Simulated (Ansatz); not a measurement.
**C3H7AlSi: how energies converge with the basis set**

How large a basis does C3H7AlSi need? Two functionals are run in growing sets.

Method: one geometry, several basis sets; program: Ansatz 0.2.0, Gaussian basis.

Plan: PBE0-D4/def2-SVP; ωB97M-V/def2-SVP; PBE0-D4/def2-QZVPP; ωB97M-V/def2-QZVPP; the functionals' def2-TZVPP values are taken from earlier runs.

## 1. Structure used throughout

The geometry comes from an earlier relaxation with PBE0-D4 in a triple-zeta def2 set; it is a stationary point, not always the lowest conformer.

SMILES `CC1=C[SiH]1[AlH2]`, 12 atoms, charge 0, spin multiplicity 1.

Atoms are counted from 1 here; the program's logs count them from 0.

Bond lengths: C1–C2 1.477 Å, C1–H6 1.093 Å, C1–H7 1.093 Å, C1–H8 1.093 Å, C2–C3 1.316 Å, C2–Si4 1.851 Å, C3–Si4 1.838 Å, C3–H9 1.083 Å, Si4–Al5 2.428 Å, Si4–H10 1.495 Å, Al5–H11 1.590 Å, Al5–H12 1.591 Å. Angles: C2–C1–H6 111.8°, C2–C1–H7 110.3°, C2–C1–H8 110.4°, H6–C1–H7 108.7°, H6–C1–H8 108.8°, H7–C1–H8 106.7°, C1–C2–C3 140.5°, C1–C2–Si4 150.9°, C3–C2–Si4 68.6°, C2–C3–Si4 69.6°, C2–C3–H9 138.0°, Si4–C3–H9 152.4°, C2–Si4–C3 41.8°, C2–Si4–Al5 119.1°, C2–Si4–H10 116.6°, C3–Si4–Al5 119.2°, C3–Si4–H10 116.8°, Al5–Si4–H10 119.8° and more.

## 2. PBE0-D4 in def2-SVP

in.yaml reads:

```yaml
crystal:
  periodic: [false, false, false]
  atoms:
    - {symbol: C, position_ang: [-1.543044, 0.884980, 1.199743]}
    - {symbol: C, position_ang: [-0.201283, 0.521300, 0.702098]}
    - {symbol: C, position_ang: [0.971066, 0.119899, 1.143705]}
    - {symbol: Si, position_ang: [1.008846, 0.317086, -0.683118]}
    - {symbol: Al, position_ang: [0.868674, -1.654961, -2.092032]}
    - {symbol: H, position_ang: [-1.614732, 0.783415, 2.286108]}
    - {symbol: H, position_ang: [-1.782230, 1.916329, 0.927132]}
    - {symbol: H, position_ang: [-2.305492, 0.253029, 0.736175]}
    - {symbol: H, position_ang: [1.435967, -0.113671, 2.093809]}
    - {symbol: H, position_ang: [1.637551, 1.565289, -1.213107]}
    - {symbol: H, position_ang: [0.185361, -2.954248, -1.481635]}
    - {symbol: H, position_ang: [1.416313, -1.693649, -3.584978]}
basis:
  gaussian: {orbitals: def2-SVP}
hamiltonian: {xc: pbe0, dispersion: d4}
output: {orbitals: {seedname: orbitals}}
```

Launch:

```console
ansatz run in.yaml --threads 4 --pin off --events-out ev --progress --plain --max-ram 10444MiB
```

Further steps of the session: ωB97M-V in def2-SVP; PBE0-D4 in def2-QZVPP; ωB97M-V in def2-QZVPP.

**Question.** What will the summary of the whole plan be? Wanted: PBE0-D4: double and triple zeta above quadruple; ωB97M-V: double and triple zeta above quadruple.

**Answer**, as computed:

| quantity | value |
| --- | --- |
| PBE0-D4: double and triple zeta above quadruple | 9.16, 0.64 eV |
| ωB97M-V: double and triple zeta above quadruple | 9.32, 0.61 eV |

What this shows: PBE0-D4 gains 8.52 eV from double to triple zeta, then 0.64 eV more. Total energies overstate the basis error of differences, where much of it tends to cancel.
